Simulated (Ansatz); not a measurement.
**BAs: further runs on the relaxed cell**

The task here is to estimate one member of a computed series from the others.

Program: Ansatz 0.2.0. Level of theory: DFT PBE, scalar-relativistic, plane waves, PAW. These are calculated values, not measurements.

1 further run of the same task is left out (set aside as unsound or not needed).

## Starting point

It takes space group F-43m (No. 216, cubic). The conventional cell has a = 4.809 Å, b = 4.809 Å, c = 4.809 Å, α = 90.00°, β = 90.00°, γ = 90.00°. B (site symmetry -43m) has 4 As at 2.08 Å as nearest neighbours. As (site symmetry -43m) has 4 B at 2.08 Å as nearest neighbours.

As a file:

```
B As
1.0
     0.00000    2.40441    2.40441
     2.40441    0.00000    2.40441
     2.40441    2.40441    0.00000
B As
1 1
Direct
  0.00000 0.00000 0.00000
  0.25000 0.25000 0.25000
```

This cell was relaxed beforehand with the same method: volume 13.90 Å³/atom, gap on the mesh 1.20 eV.

The first run:

input.yaml reads:

```yaml
crystal:
  lattice:
    - [0.0, 2.4044111833, 2.4044111833]
    - [2.4044111833, 0.0, 2.4044111833]
    - [2.4044111833, 2.4044111833, 0.0]
  atoms:
    - { symbol: B, position: [0.0, 0.0, 0.0] }
    - { symbol: As, position: [0.25, 0.25, 0.25] }
basis:
  ecutwfc: 420
kpoints:
  mp_grid: { grid: [10, 10, 10] }
  band_path:
    path:
      - [[0.0, 0.0, 0.0], [-0.5, -0.5, 0.0], [-0.375, -0.375, 0.25]]
      - [[-0.375, 0.0, 0.375], [0.0, 0.0, 0.0], [0.0, 0.0, 0.5], [-0.5, -0.25, 0.25], [-0.5, -0.5, 0.0]]
    npoints: 14
hamiltonian:
  xc: pbe
scf:
  occupations: { method: gaussian, width: 0.02 }
  n_extra_bands: 6
output:
  forces: true
  stress: true
  eigenvalues: true
  populations: true
  dos: { projected: true, de: 0.02, nscf_kmesh: { grid: [15, 15, 15] } }
  bader: true
  write_density: true
  write_potential: true
  elf: true
  volumetric_format: npy
```

Started as:

```
ansatz run input.yaml --threads 1 --pin off --max-ram 2560MiB --backend cpu --events-out ev --progress --plain --runs-dir out
```

Among the steps run: Bands, states and charges; Band edges anywhere in the zone; Levels beside the edges; The cell as listed, for comparison; The cell scaled to 0.97 of its volume; Volume × 1.03; The cell scaled to 0.94 of its volume; The cell scaled to 1.06 of its volume; Volume × 0.91; The cell scaled to 1.10 of its volume; Point at V/V0 = 0.88.

One table of the session follows, with a row left open; its other results are not shown here.

It belongs to the step «Energy against volume». 

| volume (Å³/atom) | energy above the lowest point (meV/atom) | pressure (GPa) | gap on the mesh (eV) |
| --- | --- | --- | --- |
| 12.232 | 102.4 | 21.87 | 1.07 |
| 12.649 | ? | ? | ? |
| 13.066 | 23.0 | 9.28 | 1.14 |
| 13.483 | 5.5 | 4.31 | 1.17 |
| 13.900 | 0.0 | 0.04 | 1.20 |
| 14.317 | 4.8 | -3.62 | 1.23 |
| 14.734 | 18.4 | -6.75 | 1.26 |
| 15.290 | 48.1 | -10.24 | 1.29 |

**Question.** Estimate the row for volume (Å³/atom) = 12.649.

Worked estimate for «energy above the lowest point (meV/atom)». A straight line through the neighbours (12.232, 102.4) and (13.066, 23.0) gives 102.4 + (23.0 − 102.4) × (12.649 − 12.232) / (13.066 − 12.232) = 62.7; a parabola fitted to 3 rows on both sides gives 55.3.

As computed: energy above the lowest point (meV/atom): 54.6; pressure (GPa): 15.09; gap on the mesh (eV): 1.11. In «energy above the lowest point (meV/atom)» the line misses by +8.1 and the parabola by +0.7.

Caveats from the session: Absorption along x passes 10⁴ cm⁻¹ at 3.2 eV, beside a least direct gap of 3.26 eV on the SCF mesh; the indirect gap of 1.20 eV gives no absorption without phonons.
